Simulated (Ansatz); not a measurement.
Rb2NaYBr6, space group Fm-3m, a single point from an input typed as a dict

Computed with Ansatz 0.2.0 through its Python package.

Notebook, run cell by cell (the value of a cell's last expression is shown):

In [1]:
```python
import json

import ansatz as az
import numpy as np
```

In [2]:
```python
settings = {
    'crystal': {
        'lattice': [[0.0, 5.70873, 5.70873], [5.70873, 0.0, 5.70873], [5.70873, 5.70873, 0.0]],
        'atoms': [
            {'symbol': 'Rb', 'position': [0.75, 0.75, 0.75]},
            {'symbol': 'Rb', 'position': [0.25, 0.25, 0.25]},
            {'symbol': 'Na', 'position': [0.5, 0.5, 0.5]},
            {'symbol': 'Y', 'position': [0.0, 0.0, 0.0]},
            {'symbol': 'Br', 'position': [0.755362, 0.244638, 0.244638]},
            {'symbol': 'Br', 'position': [0.244638, 0.244638, 0.755362]},
            {'symbol': 'Br', 'position': [0.244638, 0.755362, 0.755362]},
            {'symbol': 'Br', 'position': [0.244638, 0.755362, 0.244638]},
            {'symbol': 'Br', 'position': [0.755362, 0.244638, 0.755362]},
            {'symbol': 'Br', 'position': [0.755362, 0.755362, 0.244638]},
        ],
    },
    'kpoints': {'mp_grid': {'grid': [3, 3, 3]}},
    'hamiltonian': {'xc': 'pbesol'},
    'scf': {'occupations': {'method': 'fixed'}},
    'output': {'forces': True, 'stress': True, 'eigenvalues': True},
}
```

In [3]:
```python
out = az.Session.from_dict(settings).plan().execute()
report = out.report
```
```text
DeckWarning: basis.ecutwfc = 420 eV, auto-derived from the records' recommended cutoffs: set by Rb (normal level)
```

In [4]:
```python
sorted(key for key in report if key.endswith('_ev'))
```
Out [4]:
```text
['band_edges_ev', 'eigenvalues_ev', 'energy_sigma0_ev', 'entropy_ts_ev', 'fermi_energy_ev',
 'free_energy_ev', 'gap_by_band_count_ev', 'harris_foulkes_ev', 'internal_energy_ev',
 'lagrangian_ev', 'lagrangian_sigma0_ev', 'loop_fermi_energy_ev', 'occupations_fermi_energy_ev',
 'residual_norms_ev']
```

In [5]:
```python
report['free_energy_ev']
```
Out [5]:
```text
-28141.50058830695
```

In [6]:
```python
out.lattice.cell_ang
```
Out [6]:
```text
array([[0.     , 5.70873, 5.70873],
       [5.70873, 0.     , 5.70873],
       [5.70873, 5.70873, 0.     ]])
```

In [7]:
```python
n_atoms = len(report['lattice']['sites'])
print('F =', round(report['free_energy_ev'], 4), 'eV for', n_atoms, 'atoms')
print('E(sigma -> 0) =', round(report['energy_sigma0_ev'], 4), 'eV, TS =', round(report['entropy_ts_ev'], 5), 'eV')
print('closed by', report['closed_by'], 'after', report['n_iterations'], 'iterations')

print('band  energy (eV)  occupation, at k =', report['kpoints_frac'][0])
for band, (e, occ) in enumerate(zip(report['eigenvalues_ev'][0], report['occupations'][0]), start=1):
    print(f'{band:4d} {e:12.4f} {occ:9.4f}')
```
```text
F = -28141.5006 eV for 10 atoms
E(sigma -> 0) = -28141.5006 eV, TS = 0.0 eV
closed by deck_thresholds after 6 iterations
band  energy (eV)  occupation, at k = [0.0, 0.0, 0.0]
   1     -48.1756    2.0000
   2     -39.7565    2.0000
   3     -23.7819    2.0000
   4     -23.7812    2.0000
   5     -20.2632    2.0000
   6     -20.2632    2.0000
   7     -20.2632    2.0000
   8     -19.7997    2.0000
   9     -19.7997    2.0000
  10     -19.7997    2.0000
  11     -11.5977    2.0000
  12     -11.2670    2.0000
  13     -11.2670    2.0000
  14     -11.2502    2.0000
  15     -11.2502    2.0000
  16     -11.2502    2.0000
  17      -7.8579    2.0000
  18      -7.8579    2.0000
  19      -7.8579    2.0000
  20      -7.8445    2.0000
  21      -7.8445    2.0000
  22      -7.8445    2.0000
  23      -1.4529    2.0000
  24      -0.3058    2.0000
  25      -0.3058    2.0000
  26      -0.3058    2.0000
  27      -0.2592    2.0000
  28      -0.2592    2.0000
  29      -0.2592    2.0000
  30      -0.0156    2.0000
  31      -0.0156    2.0000
  32       0.9099    2.0000
  33       0.9099    2.0000
  34       0.9099    2.0000
  35       1.1894    2.0000
  36       1.1894    2.0000
  37       1.1894    2.0000
  38       1.4844    2.0000
  39       1.4844    2.0000
  40       1.4844    2.0000
  41       5.4484    0.0000
  42       5.6427    0.0000
  43       5.6427    0.0000
  44       5.6427    0.0000
  45       6.9815    0.0000
  46       7.4185    0.0000
```

In [8]:
```python
# forces, one row an atom
forces = np.array(report['forces_ev_ang'])
norms = np.linalg.norm(forces, axis=1)
print('largest force {:.4f} eV/A on atom {}'.format(norms.max(), norms.argmax()))
print(np.array2string(forces, precision=4, suppress_small=True))

keep = ['free_energy_ev', 'energy_sigma0_ev', 'fermi_energy_ev', 'n_iterations', 'converged', 'magnetization_mub', 'n_kpoints']
with open('rb2naybr6.json', 'w') as handle:
    json.dump({key: report[key] for key in keep}, handle, indent=1)
```
```text
largest force 0.1644 eV/A on atom 5
[[ 0.      0.      0.    ]
 [ 0.     -0.      0.    ]
 [ 0.     -0.      0.    ]
 [-0.      0.     -0.    ]
 [-0.1644 -0.     -0.    ]
 [-0.     -0.     -0.1644]
 [ 0.1644  0.     -0.    ]
 [ 0.     -0.1644  0.    ]
 [-0.      0.1644  0.    ]
 [ 0.      0.      0.1644]]
```

It writes `rb2naybr6.json`:
```json
{
 "free_energy_ev": -28141.50058830695,
 "energy_sigma0_ev": -28141.50058830695,
 "fermi_energy_ev": 1.4843798966106925,
 "n_iterations": 6,
 "converged": true,
 "magnetization_mub": 0.0,
 "n_kpoints": 4
}
```

Absolute energies stand on the zero of these potentials, so only differences at equal settings mean something. A total without «per atom» is that of the cell as typed. The run is spin-unpolarised. Along an axis with an odd division the mesh misses the point at one half; a gap read on a finite mesh is an upper bound on this functional's gap. Semilocal gaps usually lie well under measured ones. The computed bands are complete only to about 5.9 eV above the Fermi level. The Fermi level of a run with fixed occupations marks the highest occupied state on its mesh, not mid-gap. This cell is a computed structure, which may not be the phase found in nature. Gaps and levels are Kohn-Sham values on a finite set of k-points, without spin-orbit coupling. Warnings are shown shortened and without file and line. Timing: 5.2 s on 1 thread of Arm Neoverse V1, with other jobs on the host, peak memory 0.61 GiB.

(Lines on the test bed's own set-up are left out of the output.)
